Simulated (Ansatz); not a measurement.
This script drives the Ansatz DFT code, driven from Python.

`h4sesi_bend.py`:
```python
import ansatz as az
from ase import Atoms

atoms = Atoms(["Si", "Se", "H", "H", "H", "H"], positions=[
    (-0.2069, -0.3029, -0.4486),
    (0.8961, -0.2781, 1.5048),
    (-1.608, 0.3558, -0.2609),
    (-0.3516, -1.6264, -0.945),
    (0.4926, 0.5147, -1.4769),
    (0.8199, 1.2729, 1.5803),
])

first = (
    az.Crystal.molecule_from_ase(atoms).calculation()
    .basis(gaussian="def2-SVP")
    .functional("B3LYP")
    .relax(force_tolerance=0.02, max_steps=80)
)
atoms.positions = first.run().report["positions_ang"]

rows = []
for angle in [90, 100, 110, 120, 135, 150, 165, 179]:
    bent = atoms.copy()
    bent.set_angle(0, 1, 5, angle, indices=[5])
    calculation = az.Crystal.molecule_from_ase(bent).calculation().basis(gaussian="def2-SVP").functional("B3LYP")
    rows.append((angle, calculation.run().report["free_energy_ev"]))
floor = min(e for _, e in rows)
for angle, e in rows:
    print(f"angle Si0-Se1-H5 = {angle:3d} deg   {1000 * (e - floor):9.1f} meV")
```

It is started by `python h4sesi_bend.py`. How long does it take on 1 thread of Arm Neoverse V2, on a shared host, and how much memory does it need?

It took about 21 s, with a peak of 0.21 GiB, for 9 runs of the engine.

```console
$ python h4sesi_bend.py
angle Si0-Se1-H5 =  90 deg         0.0 meV
angle Si0-Se1-H5 = 100 deg        15.8 meV
angle Si0-Se1-H5 = 110 deg       134.2 meV
angle Si0-Se1-H5 = 120 deg       346.6 meV
angle Si0-Se1-H5 = 135 deg       814.0 meV
angle Si0-Se1-H5 = 150 deg      1398.6 meV
angle Si0-Se1-H5 = 165 deg      1968.2 meV
angle Si0-Se1-H5 = 179 deg      2266.5 meV
```

The scan is rigid, and the energies are electronic, in a modest basis. The zero is the lowest point of the grid, which needn't be the minimum. b3lyp holds the VWN-RPA fit, as in Gaussian; the form of ORCA and Turbomole is b3lyp5.
